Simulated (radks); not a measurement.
# Valence configurations of P

One table from this session's results is given with a row withheld; the runs are named, their logs left out.

The numbers are computed with radks (a radial shooting solver on a logarithmic mesh, Libxc functionals) version 1 (non-relativistic Kohn-Sham, r2SCAN, spin-polarised, spherical densities, point nucleus; open shells are filled with parallel spins first), except any that are marked as measured or tabulated.

**The atom as given**

| Quantity | Value |
| --- | --- |
| element | phosphorus (Z = 15) |
| charge | 0 |
| electrons | 15 |
| configuration | [Ne] 3s2 3p3 |
| others tried | 3s1 3p4; 3s1.5 3p3.5; 3p5 |

The outer shells:

P
```
[Ne] core
3s [↑↓]
3p [↑ ][↑ ][↑ ]
```

Set-up of the first run:

Settings of this run:

```text
Z 15
configuration [Ne] 3s2 3p3
relativity non-relativistic
functional r2scan,r2scan
spin polarised
nucleus point
```

Among the steps run: [Ne] 3s2 3p3.

One table of the session follows, with a row left open; its other results are not shown here.

It belongs to the step «[Ne] 3s2 3p3». Radial moments (bohr):

```
  level     <r>  outermost maximum (interpolated)  90 % within  nodes
  2s up  0.5194                             0.420        0.815      1
2s down       ?                                 ?            ?      ?
  2p up  0.4849                             0.355        0.809      0
2p down  0.4851                             0.356        0.809      0
  3s up   1.910                              1.59         2.90      2
3s down   1.929                              1.58         2.95      2
  3p up   2.308                              1.83         3.61      1
3p down   2.374                              1.85         3.75      1
```

**Question.** Estimate the row for 2s down.

As computed: <r>: 0.5196; outermost maximum (interpolated): 0.420; 90 % within: 0.815; nodes: 1. In the column «<r>» it lies between 2s up (0.5194) and 3s up (1.910).
